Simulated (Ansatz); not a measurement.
**CH5BClN (SMILES CNBCl) at B3LYP/def2-SVP**

What is the vertical ionisation energy of CH5BClN at B3LYP/def2-SVP? 

The results are computed with Ansatz 0.2.0.

128 further runs of the same task are left out: 128 set aside as unsound or not needed.

## (1) The molecule

The species is CH5BClN (9 atoms), meant as a singlet with charge 0. As SMILES, `CNBCl`. The shape is that of a PBE0-D4/def2-TZVP optimisation. This is one conformer, not always the lowest.

Bond lengths: C1–N2 1.445 Å, N2–B3 1.381 Å, B3–Cl4 1.771 Å, C1–H5 1.094 Å, C1–H6 1.094 Å, C1–H7 1.090 Å, N2–H8 1.009 Å, B3–H9 1.192 Å. Some angles: C1–N2–B3 126.0°, N2–B3–Cl4 119.6°, C1–N2–H8 115.0°, B3–N2–H8 119.0°, N2–C1–H5 111.4°, N2–C1–H6 111.4°, N2–C1–H7 109.2°, N2–B3–H9 121.5°, Cl4–B3–H9 118.9°, H5–C1–H6 108.3°.

## (2) A single-point energy at B3LYP/def2-SVP

File in.yaml:

```yaml
crystal:
  periodic: [false, false, false]
  atoms:
    - {symbol: C, position_ang: [0.510100, 0.482100, -0.973400]}
    - {symbol: "N", position_ang: [-0.407900, -0.226000, -0.111700]}
    - {symbol: B, position_ang: [-0.261100, -0.415200, 1.248200]}
    - {symbol: Cl, position_ang: [-1.495300, -1.314500, 2.144800]}
    - {symbol: H, position_ang: [0.907000, -0.170400, -1.756500]}
    - {symbol: H, position_ang: [0.027900, 1.338900, -1.452800]}
    - {symbol: H, position_ang: [1.346700, 0.849900, -0.380000]}
    - {symbol: H, position_ang: [-1.220500, -0.605500, -0.573900]}
    - {symbol: H, position_ang: [0.681600, 0.014200, 1.838200]}
basis:
  gaussian:
    orbitals: def2-SVP
accuracy: high
hamiltonian:
  xc: {name: B3LYP}
output: {orbitals: {seedname: orbitals}}
```

On the command line:

```bash
$ ansatz run in.yaml --threads 1 --pin off --max-ram 3480MiB --events-out events.jsonl --progress --plain --runs-dir runs
```

Output:

```text
Warning: RAYON_NUM_THREADS=1 ignored (pool sized by the plan → 1); use --threads N
Functional definition: B3LYP
  name "B3LYP"
  parameter a0 = 0.2
  parameter ax = 0.72
  parameter ac = 0.81
  exchange = (1 - a0 - ax)*slater_x + ax*b88_x + a0*exact_x
  correlation = (1 - ac)*vwn_rpa_c + ac*lyp_c
2017 factors; integrals over basis functions are off by at most 8.2e-9 eV
mean field evaluation 1: about -15797.9242 eV, gradient 5.1e1 eV
mean field evaluation 2: about -15789.6082 eV, gradient 7.7e1 eV
mean field evaluation 4: about -15803.7583 eV, gradient 3.0e0 eV
mean field evaluation 8: about -15803.9531 eV, gradient 2.5e-1 eV
mean field evaluation 16: about -15803.9532 eV, gradient 1.2e-5 eV
mean field -15803.95323101 eV, -580.7845689352 hartree, gradient 2.1e-8 eV, S^2 0.000000; 0 other end points of the search recorded, 0 dependent functions left out
reference -15803.95326861 eV, -580.7845703172 hartree; 20, 20 occupied and 65, 65 virtual orbitals, 2017 factors
Total energy: -15803.95326861 eV, -580.7845703172 hartree
```

Run time: 5.7 s. Hardware: 1 thread of Arm Neoverse V2, shared host; peak memory 0.28 GiB.

## (3) The doublet cation

File molecule.yaml:

```yaml
crystal:
  periodic: [false, false, false]
  atoms:
    - {symbol: C, position_ang: [0.510100, 0.482100, -0.973400]}
    - {symbol: "N", position_ang: [-0.407900, -0.226000, -0.111700]}
    - {symbol: B, position_ang: [-0.261100, -0.415200, 1.248200]}
    - {symbol: Cl, position_ang: [-1.495300, -1.314500, 2.144800]}
    - {symbol: H, position_ang: [0.907000, -0.170400, -1.756500]}
    - {symbol: H, position_ang: [0.027900, 1.338900, -1.452800]}
    - {symbol: H, position_ang: [1.346700, 0.849900, -0.380000]}
    - {symbol: H, position_ang: [-1.220500, -0.605500, -0.573900]}
    - {symbol: H, position_ang: [0.681600, 0.014200, 1.838200]}
basis:
  gaussian:
    orbitals: def2-SVP
total_charge: 1
magnetization:
  spin_polarized: true
  initial_magnetization: 1
hamiltonian:
  xc: {name: B3LYP}
accuracy: high
output: {orbitals: {seedname: orbitals}}
```

On the command line:

```bash
$ ansatz run molecule.yaml --threads 1 --pin off --max-ram 3480MiB --events-out events.jsonl --progress --plain --runs-dir runs
```

Output, cut to the lines that bear on the results:

```text
Warning: RAYON_NUM_THREADS=1 ignored (pool sized by the plan → 1); use --threads N
[... 7 set-up lines as earlier in the session ...]
2017 factors; integrals over basis functions are off by at most 8.2e-9 eV
mean field evaluation 1: about -15778.2214 eV, gradient 5.5e1 eV
mean field evaluation 2: about -15742.1502 eV, gradient 9.7e1 eV
mean field evaluation 4: about -15790.6470 eV, gradient 2.3e1 eV
mean field evaluation 8: about -15793.9420 eV, gradient 2.9e-1 eV
mean field evaluation 16: about -15794.1199 eV, gradient 7.1e-3 eV
mean field evaluation 32: about -15794.1199 eV, gradient 1.5e-6 eV
mean field -15794.11991924 eV, -580.4232013932 hartree, gradient 6.9e-8 eV, S^2 0.760772; 2 other end points of the search recorded, 0 dependent functions left out
reference -15794.11995660 eV, -580.4232027659 hartree; 20, 19 occupied and 65, 66 virtual orbitals, 2017 factors
Total energy: -15794.11995660 eV, -580.4232027659 hartree
```

Run time: 13 s. Hardware: 1 thread of Arm Neoverse V2, shared host; peak memory 0.39 GiB.

## (4) Summary of results

At B3LYP/def2-SVP:

| quantity | value |
| --- | --- |
| singlet CH5BClN: total energy | -580.78457 Eh |
| singlet CH5BClN: HOMO energy | -7.37 eV |
| singlet CH5BClN: LUMO energy | 0.44 eV |
| singlet CH5BClN: HOMO–LUMO gap | 7.81 eV |
| doublet cation: total energy | -580.42320 Eh |
| doublet cation: HOMO energy (highest over α and β) | -14.28 eV |
| doublet cation: LUMO energy (lowest over α and β) | -12.30 eV |
| doublet cation: ⟨S²⟩ | 0.761 |
| vertical ionisation energy (to the doublet cation) | 9.833 eV |

**Reading.** Removing an electron at fixed nuclei costs 9.83 eV (949 kJ/mol). The negative HOMO energy of the first species, 7.37 eV, lies 2.46 eV below that difference.
